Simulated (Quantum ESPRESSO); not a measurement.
Write the native input for Quantum ESPRESSO 7.5 that does the following.

```yaml
Task: single point
Functional: PBE
Potentials_or_basis: SG15 PBE 1.2
Cutoff: 1197 eV
Density_cutoff: 4789 eV
k_mesh: 5 × 5 × 5
Occupations: fermi-dirac, width 0.05 eV
Spin: no spin polarisation
Mixing_beta: 0.5
Most_SCF_iterations: 120
SCF_threshold: 4e-10 Ry
```

The system is GaF.

```xyz
2
Lattice="3.1659 0.0000 0.0000 0.0000 3.1659 0.0000 0.0000 0.0000 3.1659" Properties=species:S:1:pos:R:3 pbc="T T T"
Ga    0.0000    0.0000    0.0000
F     1.5830    1.5830    1.5830
```

The cell was built by a generator and needn't be a form met in nature.

One way to write it, as run:

pw.in

```
&CONTROL
  calculation = 'scf'
  prefix = 'pwscf'
  outdir = './tmp'
  pseudo_dir = './pseudo'
  tprnfor = .true.
  tstress = .true.
  disk_io = 'nowf'
/
&SYSTEM
  ibrav = 0
  nat = 2
  ntyp = 2
  ecutwfc = 88
  nbnd = 16
  occupations = 'smearing'
  smearing = 'fd'
  degauss = 0.00367493
/
&ELECTRONS
  conv_thr = 4d-10
  electron_maxstep = 120
  mixing_beta = 0.5
/
ATOMIC_SPECIES
Ga    69.7230 Ga_ONCV_PBE-1.2.upf
F     18.9984 F_ONCV_PBE-1.2.upf
CELL_PARAMETERS angstrom
   3.1659200000    0.0000000000    0.0000000000
   0.0000000000    3.1659200000    0.0000000000
   0.0000000000    0.0000000000    3.1659200000
ATOMIC_POSITIONS crystal
Ga     0.0000000000    0.0000000000    0.0000000000
F      0.5000000000    0.5000000000    0.5000000000
K_POINTS automatic
5 5 5 0 0 0
```

Potentials or basis: SG15 PBE 1.2.

The run is started by

```bash
$ OMP_NUM_THREADS=1 mpirun -n 2 pw.x -nk 2 -in pw.in > pw.out
```

Results of the run:

```json
{
  "Pressure": "-0.3 GPa",
  "Band gap on the k mesh": "2.34 eV, indirect (least direct gap 2.81 eV)"
}
```

Caveat: an odd mesh through Γ misses points on the zone boundary, where band edges often lie.

Run time: 3.4 s on 2 MPI ranks on Arm Neoverse V2, on a shared host, peak memory 0.12 GiB a rank.
